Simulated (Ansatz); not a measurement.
Write a Python script for Ansatz's Python interface that makes a rigid torsion scan of CH7NSSi, SMILES N[SiH2]CS. Use (for the species named): r2scan0, 6-31G* basis, multiplicity 1.

```xyz
11

N    -1.2119    1.0103    0.0990
Si    0.2750    0.6332   -0.5175
C     1.0208   -0.7800    0.3696
S    -0.0092   -2.1893    0.4314
H    -1.9236    0.3297   -0.2099
H    -1.5709    1.9219   -0.3784
H     0.0828    0.3420   -1.9441
H     1.1432    1.8750   -0.4223
H     1.3069   -0.4890    1.4547
H     1.9797   -1.0962   -0.0862
H    -1.0276   -1.6145    1.2242
```

The script, `torsion_ch7nssi.py`:
```python
import ansatz as az
from ase import Atoms


def main() -> None:
    atoms = Atoms(["N", "Si", "C", "S", "H", "H", "H", "H", "H", "H", "H"], positions=[
        (-1.2119, 1.0103, 0.099),
        (0.275, 0.6332, -0.5175),
        (1.0208, -0.78, 0.3696),
        (-0.0092, -2.1893, 0.4314),
        (-1.9236, 0.3297, -0.2099),
        (-1.5709, 1.9219, -0.3784),
        (0.0828, 0.342, -1.9441),
        (1.1432, 1.875, -0.4223),
        (1.3069, -0.489, 1.4547),
        (1.9797, -1.0962, -0.0862),
        (-1.0276, -1.6145, 1.2242),
    ])

    first = (
        az.Crystal.molecule_from_ase(atoms).calculation()
        .basis(gaussian="6-31G*")
        .functional("R2SCAN0")
        .relax(force_tolerance=0.02, max_steps=80)
    )
    atoms.positions = first.run(threads=1).report["positions_ang"]

    start = atoms.get_dihedral(1, 2, 3, 10)
    energies = {}
    for turn in range(0, 360, 40):
        turned = atoms.copy()
        turned.set_dihedral(1, 2, 3, 10, start + turn, indices=[3, 10])
        job = (
            az.Crystal.molecule_from_ase(turned).calculation()
            .basis(gaussian="6-31G*")
            .functional("R2SCAN0")
        )
        energies[round((start + turn) % 360)] = job.run(threads=1).report["free_energy_ev"]
    floor = min(energies.values())
    print("dihedral Si1-C2-S3-H10 (deg)   E - E(min) (eV)")
    for angle, e in sorted(energies.items()):
        print(f"{angle:8d} {(e - floor):14.3f}  " + "#" * int(30 * (e - floor) / max(max(energies.values()) - floor, 1e-9)))


if __name__ == "__main__":
    main()
```

```console
$ python torsion_ch7nssi.py
dihedral Si1-C2-S3-H10 (deg)   E - E(min) (eV)
      24          0.189  ##############################
      64          0.140  ######################
     104          0.125  ###################
     144          0.101  ################
     184          0.134  #####################
     224          0.185  #############################
     264          0.096  ###############
     304          0.000
     344          0.136  #####################
```

The lowest point is at 304° and the highest at 24°, 0.189 eV (18.2 kJ/mol) above it, with the rest of the molecule held.

The scan is rigid and the energies are electronic, in a modest basis. With rigid groups the curve can differ much from the relaxed path, the start wasn't checked as a minimum of this torsion, and equivalent turns needn't return to the same energy. Hardware and time: 2.4 min on 1 thread of Arm Neoverse V1, on a shared host, peak memory 0.26 GiB.

(Lines on the test bed's own set-up are left out of the output.)
